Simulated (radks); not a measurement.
# Ionisation of Lu: one atom, several choices of exchange strength α

One table from this session's results is given with a row withheld; the runs are named, their logs left out.

The numbers are computed with radks (a radial shooting solver on a logarithmic mesh, Libxc functionals) version 1 (scalar-relativistic Kohn-Sham, spin-polarised, spherical densities, finite nucleus; open shells are filled with parallel spins first), except any that are marked as measured or tabulated.

**The system**

```
element       : lutetium (Z = 71)
charge        : 0
electrons     : 71
configuration : [Xe] 4f14 5d1 6s2
ion           : Lu⁺, [Xe] 4f14 6s2
choices       : α = 0.557; α = 0.667; α = 0.673; α = 0.819; α = 0.959; α = 1.037
```

Outer shells as boxes (Hund's rule):

Lu
```
[Xe] core
4f [↑↓][↑↓][↑↓][↑↓][↑↓][↑↓][↑↓]
5d [↑ ][  ][  ][  ][  ]
6s [↑↓]
```

Lu⁺
```
[Xe] core
4f [↑↓][↑↓][↑↓][↑↓][↑↓][↑↓][↑↓]
6s [↑↓]
```

The first run:

The run's settings:

```text
Z 71
configuration [Xe] 4f14 5d1 6s2
relativity scalar-relativistic
functional xalpha 0.557
spin polarised
nucleus finite rms 5.37 fm
c 137.035999084
```

Among the steps run: α = 0.557: Lu.

One table of the session follows, with a row left open; its other results are not shown here.

It belongs to the step «α = 0.557: Lu». Sizes of the orbitals, from the radial functions (bohr):

| level | <r> | outermost maximum (interpolated) | 90 % within | nodes |
| --- | --- | --- | --- | --- |
| 5p up | ? | ? | ? | ? |
| 5p down | 1.407 | 1.20 | 2.08 | 3 |
| 4f up | 0.7440 | 0.470 | 1.29 | 0 |
| 4f down | 0.7404 | 0.470 | 1.28 | 0 |
| 6s up | 3.737 | 3.08 | 5.62 | 5 |
| 6s down | 3.806 | 3.10 | 5.75 | 5 |
| 5d up | 3.383 | 1.96 | 6.01 | 2 |
| 5d down | 3.709 | 1.94 | 6.82 | 2 |

Estimate the missing values for 5p up.

As computed: <r>: 1.412; outermost maximum (interpolated): 1.20; 90 % within: 2.09; nodes: 3. In the column «<r>» it lies between 5p down (1.407) and 5d up (3.383).

Limits of these values: Open shells are spherical and high-spin; term and fine-structure splittings are not resolved.
